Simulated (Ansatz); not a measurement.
# C2H7NSn: up Jacob's ladder to CCSD(T)

An exercise on one series of results from a longer session: the logs are not shown, and one member is left open.

Method: functionals in def2-TZVPP, the program's frozen cores in correlated methods; program: Ansatz 0.2.0, Gaussian basis.

Plan: LDA (SPW92), PBE-D4, revPBE-D4, BLYP-D4, r2SCAN-D4, B97M-V, PBE0-D4, B3LYP-D4, r2SCANh-D4, r2SCAN0-D4, HSE06-D4, BHLYP-D4, CAM-B3LYP-D4, LC-ωPBE, ωB97X-V, ωB97M-V, B2PLYP, PBE-QIDH; CCSD(T)/def2-SVP; CCSD(T)/def2-TZVPP; MP2/def2-QZVPP; extrapolation to the limit; RPA on PBE.

1 further run of the same task is left out (for a known fault of the program). Runs told in other sessions of the task aren't counted.

**The geometry**

An earlier PBE0-D4 in a triple-zeta def2 set relaxation fixed the geometry. Sn takes the def2 core potential; no spin-orbit term is included.

SMILES `C[CH2][Sn][NH2]`, 11 atoms, charge 0, spin multiplicity 1.

Atoms are counted from 1 here; the program's logs count them from 0.

Bond lengths: C1–C2 1.526 Å, C1–H5 1.094 Å, C1–H6 1.095 Å, C1–H7 1.095 Å, C2–Sn3 2.205 Å, C2–H8 1.095 Å, C2–H9 1.094 Å, Sn3–N4 2.015 Å, N4–H10 1.009 Å, N4–H11 1.008 Å. Angles: C2–C1–H5 111.7°, C2–C1–H6 112.2°, C2–C1–H7 111.9°, H5–C1–H6 107.2°, H5–C1–H7 106.9°, H6–C1–H7 106.7°, C1–C2–Sn3 111.6°, C1–C2–H8 110.7°, C1–C2–H9 110.5°, Sn3–C2–H8 107.9°, Sn3–C2–H9 109.0°, H8–C2–H9 107.0°, C2–Sn3–N4 92.6°, Sn3–N4–H10 124.9°, Sn3–N4–H11 123.9°, H10–N4–H11 111.3°.

Set-up of the first run:

Input file in.yaml:

```yaml
crystal:
  periodic: [false, false, false]
  atoms:
    - {symbol: C, position_ang: [-0.949416, 1.034816, 0.391073]}
    - {symbol: C, position_ang: [-0.269621, -0.182384, 1.011083]}
    - {symbol: Sn, position_ang: [1.850796, -0.314654, 0.421223]}
    - {symbol: N, position_ang: [1.391089, -1.015798, -1.411329]}
    - {symbol: H, position_ang: [-0.918471, 1.002152, -0.701950]}
    - {symbol: H, position_ang: [-2.002316, 1.113520, 0.682408]}
    - {symbol: H, position_ang: [-0.468316, 1.970425, 0.695309]}
    - {symbol: H, position_ang: [-0.765144, -1.106583, 0.694831]}
    - {symbol: H, position_ang: [-0.333075, -0.142762, 2.102466]}
    - {symbol: H, position_ang: [0.455415, -1.206906, -1.738265]}
    - {symbol: H, position_ang: [2.074558, -1.208826, -2.126251]}
basis:
  gaussian: {orbitals: def2-TZVPP}
hamiltonian: {xc: lda}
output: {orbitals: {seedname: orbitals}}
```

The run is started by

```console
$ ansatz run in.yaml --threads 4 --pin off --events-out ev --progress --plain --max-ram 10444MiB
```

Among the steps run: LDA; PBE-D4 (GGA); revPBE-D4 (GGA); BLYP-D4 (GGA); r2SCAN-D4 (meta-GGA); B97M-V (meta-GGA); B3LYP-D4 (hybrid); r2SCANh-D4 (hybrid); r2SCAN0-D4 (hybrid); HSE06-D4 (hybrid); BHLYP-D4 (hybrid); CAM-B3LYP-D4 (range-separated); LC-ωPBE (range-separated); ωB97X-V (range-separated); ωB97M-V (range-separated); B2PLYP (double hybrid); PBE-QIDH (double hybrid).

One of the session's tables, all rows but one given; the rest of the session is left out.

It belongs to the step «Frontier levels by functional». 

| functional | HOMO (eV) | LUMO (eV) | gap (eV) |
| --- | --- | --- | --- |
| LDA (SPW92) | -5.10 | -2.62 | 2.48 |
| PBE-D4 | -4.95 | -2.39 | 2.56 |
| revPBE-D4 | -4.89 | -2.29 | 2.61 |
| BLYP-D4 | -4.83 | -2.32 | 2.51 |
| r2SCAN-D4 | ? | ? | ? |
| B97M-V | -5.11 | -2.35 | 2.76 |
| PBE0-D4 | -5.94 | -1.69 | 4.25 |
| B3LYP-D4 | -5.78 | -1.93 | 3.85 |
| r2SCANh-D4 | -5.53 | -2.03 | 3.50 |
| r2SCAN0-D4 | -6.09 | -1.65 | 4.45 |
| HSE06-D4 | -5.56 | -2.05 | 3.50 |
| BHLYP-D4 | -6.84 | -0.99 | 5.85 |
| CAM-B3LYP-D4 | -7.18 | -0.80 | 6.38 |
| LC-ωPBE | -8.38 | 0.28 | 8.66 |
| ωB97X-V | -8.09 | 0.17 | 8.26 |
| ωB97M-V | -8.01 | 0.00 | 8.01 |

Estimate the missing values for r2SCAN-D4.

Worked estimate for «HOMO (eV)». Against the share of exact exchange, r2SCANh-D4 (0.1, -5.53), r2SCAN0-D4 (0.25, -6.09) give a slope of -3.73 per unit share; at 0 the line stands at -5.16.

**Answer.** HOMO (eV): -5.16; LUMO (eV): -2.29; gap (eV): 2.87. In «HOMO (eV)» the line misses by 0.00.
